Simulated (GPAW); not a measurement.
A run of GPAW 26.7.0 is set up as follows.

The input run.py:

```python
import numpy as np
from ase.dft.bandgap import bandgap
from ase.io import read, write
from gpaw import GPAW, PW

atoms = read('POSCAR')
atoms.pbc = (True, True, False)

calc = GPAW(mode=PW(450),
            xc='revPBE',
            kpts={'size': (8, 8, 1), 'gamma': True},
            occupations={'name': 'fermi-dirac', 'width': 0.05},
            nbands=59,
            convergence={'density': 1e-05, 'energy': 1e-05},
            maxiter=150,
            poissonsolver={'dipolelayer': 'xy'},
            txt='gpaw.txt')
atoms.calc = calc
energy = atoms.get_potential_energy()
forces = atoms.get_forces()
calc.write('gs.gpw')
write('result.traj', atoms)
print(f'Energy: {energy:.6f} eV')
print('Forces (eV/A):')
print(forces.round(4))
print('Fermi level:', round(calc.get_fermi_level(), 4), 'eV')
print(f'Gap: {bandgap(calc)[0]:.4f} eV, direct: {bandgap(calc, direct=True)[0]:.4f} eV')

v = calc.get_electrostatic_potential().mean(axis=(0, 1))
z = np.arange(len(v)) * atoms.cell[2, 2] / len(v)
ef = calc.get_fermi_level()
np.savetxt('planar.dat', np.c_[z, v], fmt='%.4f')
below, above = np.interp([1.5, atoms.cell[2, 2] - 1.5], z, v) - ef
print(f'Work functions: bottom {below:.4f} eV, top {above:.4f} eV')
print('Dipole moment:', *calc.get_dipole_moment().round(5), 'e A')
```

The input POSCAR:

```
Si2Mo
1.0
    3.2000000000      0.0000000000      0.0000000000
    0.0000000000      3.2000000000      0.0000000000
    0.0000000000      0.0000000000     25.4865740000
Si Mo Si Mo Si Mo Si
1 1 2 1 2 1 1
Direct
    0.0000000000      0.0000000000      0.2942725845
    0.5000000000      0.5000000000      0.3457815476
    0.0000000000      0.0000000000      0.3972905107
    0.5000000000      0.5000000000      0.4484910369
    0.0000000000      0.0000000000      0.5000000000
    0.5000000000      0.5000000000      0.5515089631
    0.0000000000      0.0000000000      0.6027094893
    0.5000000000      0.5000000000      0.6542184524
    0.0000000000      0.0000000000      0.7057274155
```

Potentials or basis: the program's PAW data sets (release 1.2.1) made for this functional, pw.

The run is started by

```sh
$ OMP_NUM_THREADS=1 python run.py
```

Question: What does it give for the dipole across the slab?

Answer: 0.00 e·Å.

Question: Predict the band gap on the k mesh.

Answer: None (metal or under the smearing width).

Question: What does it give for the work function of the lower face?

Answer: 4.48 eV.

Forces on the atoms (eV/Å):
```
Si   0.000  0.000  0.504
Mo   0.000  0.000 -0.114
Si   0.000  0.000 -0.576
Si   0.000  0.000 -0.100
Mo   0.000  0.000  0.000
Si   0.000  0.000  0.100
Si   0.000  0.000  0.576
Mo   0.000  0.000  0.114
Si   0.000  0.000 -0.504
```
